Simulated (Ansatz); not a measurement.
# Si4BW: the cost of one run

Program: Ansatz 0.2.0. Level of theory: DFT PBE, scalar-relativistic, plane waves, PAW. These are calculated values, not measurements.

**1. The system as given**

Symmetry: F-43m, No. 216, cubic system. The conventional cell has a = 6.887 Å, b = 6.887 Å, c = 6.887 Å, α = 90.00°, β = 90.00°, γ = 90.00°. Si (site symmetry 3m) has 6 Si at 2.40 to 2.47 Å and 3 B at 2.85 Å and 3 W at 2.86 Å as nearest neighbours. B (site symmetry -43m) has 12 Si at 2.85 Å and 4 W at 2.98 Å as nearest neighbours. Around W (site symmetry -43m) lie 12 Si at 2.86 Å and 4 B at 2.98 Å.

Structure file:

```cif
data_structure
_symmetry_space_group_name_H-M 'P 1'
_symmetry_Int_Tables_number 1
_cell_length_a 4.8697
_cell_length_b 4.8697
_cell_length_c 4.8697
_cell_angle_alpha 60.000
_cell_angle_beta 60.000
_cell_angle_gamma 60.000
_cell_volume 81.66
loop_
_atom_site_label
_atom_site_type_symbol
_atom_site_fract_x
_atom_site_fract_y
_atom_site_fract_z
_atom_site_occupancy
Si1 Si 0.87691 0.36928 0.87691 1
Si2 Si 0.87691 0.87691 0.36928 1
Si3 Si 0.87691 0.87691 0.87691 1
Si4 Si 0.36928 0.87691 0.87691 1
B1 B 0.25000 0.25000 0.25000 1
W1 W 0.50000 0.50000 0.50000 1
```

Recipe of the guess: species swapped into a database cell of Be4AlFe (F-43m, No. 216), with Si on the Be sites, W on the Al sites and B on the Fe sites. Its size is a rough estimate.

**2. Probe: one point on a coarse mesh**

input.yaml

```yaml
crystal:
  lattice:
    - [0.0, 3.44340113, 3.44340113]
    - [3.44340113, 0.0, 3.44340113]
    - [3.44340113, 3.44340113, 0.0]
  atoms:
    - { symbol: Si, position: [0.8769079, 0.36927631, 0.8769079] }
    - { symbol: Si, position: [0.8769079, 0.8769079, 0.36927631] }
    - { symbol: Si, position: [0.8769079, 0.8769079, 0.8769079] }
    - { symbol: Si, position: [0.36927631, 0.8769079, 0.8769079] }
    - { symbol: B, position: [0.25, 0.25, 0.25] }
    - { symbol: W, position: [0.5, 0.5, 0.5] }
basis:
  ecutwfc: 420
kpoints:
  mp_grid: { grid: [4, 4, 4] }
hamiltonian:
  xc: pbe
scf:
  occupations: { method: gaussian, width: 0.1 }
  lower_state_search: "off"
output:
  forces: true
  stress: true
  eigenvalues: true
```

Launch:

```bash
> ansatz run input.yaml --threads 1 --pin off --max-ram 2560MiB --backend cpu --events-out ev --progress --plain --runs-dir out
```

**Question.** How long does this run take on 1 thread of AMD EPYC (Zen 3), shared host, and how much memory does it need?

About 3.2 s, with a peak of 0.34 GiB.
